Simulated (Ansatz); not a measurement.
# Co, space group P6_3/mmc: an equation of state with a fit

Computed with the Ansatz DFT code, driven from Python.

Typed at the interpreter:
```pycon
>>> import ansatz as az
>>> from ase.eos import EquationOfState
>>> from ase.units import GPa
>>> import numpy as np
>>> SMEARING = "Gaussian"
>>> SMEARING_WIDTH = 0.1
>>> CUTOFF_EV = 500
>>> KMESH = (11, 11, 3)
>>> vectors0 = np.array([
...     [2.47056, 0.0, 0.0],
...     [-1.23528, 2.13957, 0.0],
...     [0.0, 0.0, 8.08823],
... ])
>>> sites = [
...     ("Co", (0.0, 0.0, 0.0), 2.5),
...     ("Co", (1 / 3, 2 / 3, 0.25), 2.5),
...     ("Co", (0.0, 0.0, 0.5), 2.5),
...     ("Co", (2 / 3, 1 / 3, 0.75), 2.5),
... ]
>>> def on_lattice(cell):
...     crystal = az.Crystal(lattice=az.Lattice.of(cell))
...     for symbol, position, moment in sites:
...         crystal = crystal.atom(symbol, position, moment=moment or None)
...     return crystal
...
>>> # uniform scaling of the cell
>>> volumes, energies, pressures = [], [], []
>>> for scale in np.linspace(0.88, 1.12, 7):
...     cell = vectors0 * scale ** (1 / 3)
...     calc = (
...         on_lattice(cell).calculation()
...         .occupations(SMEARING, width=SMEARING_WIDTH)
...         .functional(az.Functional.PBE)
...         .pseudopotentials("paw")
...         .spin("collinear")
...         .basis(CUTOFF_EV)
...         .kpoints(*KMESH)
...         .stress()
...     )
...     data = calc.run(threads=1).report
...     volumes.append(abs(np.linalg.det(cell)) / len(sites))
...     energies.append(data["free_energy_ev"] / len(sites))
...     pressures.append(np.trace(data["stress_gpa"]) / 3)
...     print(f"V = {volumes[-1]:8.4f} A^3/atom  F = {energies[-1]:.5f} eV/atom  P = {pressures[-1]:8.3f} GPa")
...
DeckWarning: crystal.lattice, of which some number shows no typed digit to judge by, misses the space group found at crystal.symmetry.tolerance 1.0e-5 by more than rounding, which is why this is a warning: the operation that it misses by the most changes a [...]
V =   9.4059 A^3/atom  F = -5125.97674 eV/atom  P =   44.396 GPa
V =   9.8334 A^3/atom  F = -5126.07157 eV/atom  P =   27.343 GPa
V =  10.2609 A^3/atom  F = -5126.12588 eV/atom  P =   13.886 GPa
V =  10.6885 A^3/atom  F = -5126.14813 eV/atom  P =    3.207 GPa
V =  11.1160 A^3/atom  F = -5126.14527 eV/atom  P =   -4.937 GPa
V =  11.5435 A^3/atom  F = -5126.12356 eV/atom  P =  -11.088 GPa
V =  11.9711 A^3/atom  F = -5126.08726 eV/atom  P =  -15.918 GPa
>>> eos = EquationOfState(volumes, energies, eos="vinet")
>>> v0, e0, bulk = eos.fit()
>>> print(f"V0 = {v0:.4f} A^3/atom, E0 = {e0:.5f} eV/atom, B = {bulk / GPa:.1f} GPa")
V0 = 10.8474 A^3/atom, E0 = -5126.14957 eV/atom, B = 213.0 GPa
>>> eos.plot("eos.png")
<Axes: title={'center': 'vinet: E: -5126.150 eV, V: 10.847 Å$^3$, B: 213.007 GPa'}, xlabel='volume [Å$^3$]', ylabel='energy [eV]'>
```

A third-order Birch-Murnaghan fit through the 7 points has its minimum at 10.85 Å³ an atom, 1.5 % above the typed cell, with a bulk modulus of 213 GPa. From that minimum the energy rises by 172.8 meV an atom on the compressed side and 62.3 meV on the expanded side.

Total energies depend on the potentials; only differences at equal settings carry meaning. Other magnetic orders than the one started from may lie lower. Shape and fractional positions are held along the curve, so the bulk modulus is an upper value where they are free to relax. For a metal this k-point mesh is coarse: on a finer one energies can move by several to tens of meV an atom and pressures by half a GPa or more, differences at one mesh by less. Pressure is positive in compression. Warnings are shown shortened and without file and line. Run time: 93 s on 1 thread of Intel(R) Xeon(R) Platinum 8259CL CPU @ 2.50GHz (Skylake/Cascade Lake), with other jobs on the host, peak memory 0.58 GiB.
